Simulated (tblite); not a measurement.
# C4H11NO2Si: the cost of one run

Programs: tblite 0.8.0 and PySCF 2.14.0, with density-fitted response routines of our own. Each step states its level of theory. These are calculated values for one molecule in the gas phase, unless marked as measured. Atoms are numbered from 0 throughout.

## 1. The starting structure

19 atoms, charge 0, multiplicity 1; geometry from: force field or distance geometry start.

Bonds of the start (Å): N0–C1 1.46, C1–Si2 1.83, Si2–O3 1.72, O3–C4 1.40, C4–C5 1.48, C5–C6 1.48, C6–O7 1.36, O7–Si2 1.69, N0–H8 1.04, N0–H9 1.02, C1–H10 1.12, C1–H11 1.11, Si2–H12 1.47, C4–H13 1.09, C4–H14 1.13, C5–H15 1.11, C5–H16 1.12, C6–H17 1.12, C6–H18 1.12.

## 2. Relaxing the molecule with GFN2-xTB

Job settings and geometry (Å):

```
{"job": {"kind": "relax", "xc": "GFN2-xTB", "basis": "xTB"}, "charge": 0, "multiplicity": 1}
N      2.931700     0.907700    -0.099200
C      2.372000    -0.432900     0.042000
Si     0.612000    -0.331400    -0.465600
O     -0.402500    -1.474500     0.323800
C     -1.658600    -1.226800    -0.236900
C     -2.221100     0.040200     0.288600
C     -1.334700     1.222400     0.347300
O     -0.113300     1.177800    -0.248900
H      2.503000     1.280000    -0.972000
H      3.937800     0.802200    -0.255500
H      2.918700    -1.098800    -0.673000
H      2.523200    -0.841000     1.067000
H      0.494700    -0.651400    -1.900200
H     -2.327400    -2.091600    -0.202600
H     -1.427900    -1.047200    -1.325100
H     -3.119900     0.293600    -0.312400
H     -2.609300    -0.130700     1.327800
H     -1.193600     1.537400     1.414300
H     -1.894600     2.074300    -0.111500
```

Command:

```bash
$ OMP_NUM_THREADS=1 python probes_run.py task.json out
```

This one command runs all jobs of the session in turn.

**Question.** How long does this first job take on 1 thread of Arm Neoverse N1, shared host, and how much memory does it need?

About 3.3 s, with a peak of 0.18 GiB.
